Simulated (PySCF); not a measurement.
# O3Y2 (Y2(O)3): the cost of one run

Method: r2SCAN, Y def2-SVP with ECP28, O def2-SVP; scalar-relativistic core potentials, no spin–orbit coupling; program: PySCF 2.14.0.

3 further runs of the same task are left out: 2 for a known fault of the program, 1 that didn't finish.

## (1) Starting geometry

5 atoms, charge 0, spin multiplicity 1.

Bond lengths: Y1–Y2 2.732 Å, Y1–O3 2.061 Å, Y1–O4 2.061 Å, Y1–O5 2.061 Å, Y2–O3 2.061 Å, Y2–O4 2.061 Å, Y2–O5 2.061 Å. Angles: Y2–Y1–O3 48.5°, Y2–Y1–O4 48.5°, Y2–Y1–O5 48.5°, O3–Y1–O4 80.8°, O3–Y1–O5 80.8°, O4–Y1–O5 80.8°, Y1–Y2–O3 48.5°, Y1–Y2–O4 48.5°, Y1–Y2–O5 48.5°, O3–Y2–O4 80.8°, O3–Y2–O5 80.8°, O4–Y2–O5 80.8°, Y1–O3–Y2 83.1°, Y1–O4–Y2 83.1°, Y1–O5–Y2 83.1°.

Geometry (Å):

```
Y     0.0000    0.0000    1.3661
Y     0.0000    0.0000   -1.3661
O     1.5427    0.0000    0.0000
O    -0.7714    1.3361    0.0000
O    -0.7714   -1.3360    0.0000
```

Formal oxidation states: Y +3. An earlier session relaxed this geometry at r2SCAN, Y def2-SVP with ECP28, O def2-SVP (singlet, point group D3h).

Its energy there is -302.306744 Eh.

## (2) Multiplicity 3 at the relaxed geometry

run.py (the lines that set the calculation)

```python
mol = gto.M(atom='''
Y      0.00000     0.00000     1.36611
Y      0.00000     0.00000    -1.36611
O      1.54274    -0.00001     0.00000
O     -0.77136     1.33606     0.00000
O     -0.77138    -1.33605     0.00000''',
    basis={'Y': 'def2-SVP', 'O': 'def2-SVP'},
    ecp={'Y': 'def2-SVP'},
    charge=0, spin=2)
mf = dft.UKS(mol, xc='R2SCAN')
mf.grids.atom_grid = (50, 194)
mf = mf.density_fit()  # fitting sets: Y def2-universal-JKFIT, O def2-universal-JKFIT
mf.conv_tol = 1e-08; mf.max_cycle = 55
mf.kernel(dm0)  # dm0: free metal ions and neutral atoms
```

On the command line:

```
$ OMP_NUM_THREADS=2 python run.py
```

**Question.** How long does this run take on 2 threads of Arm Neoverse V1, shared host?

About 5.5 s.
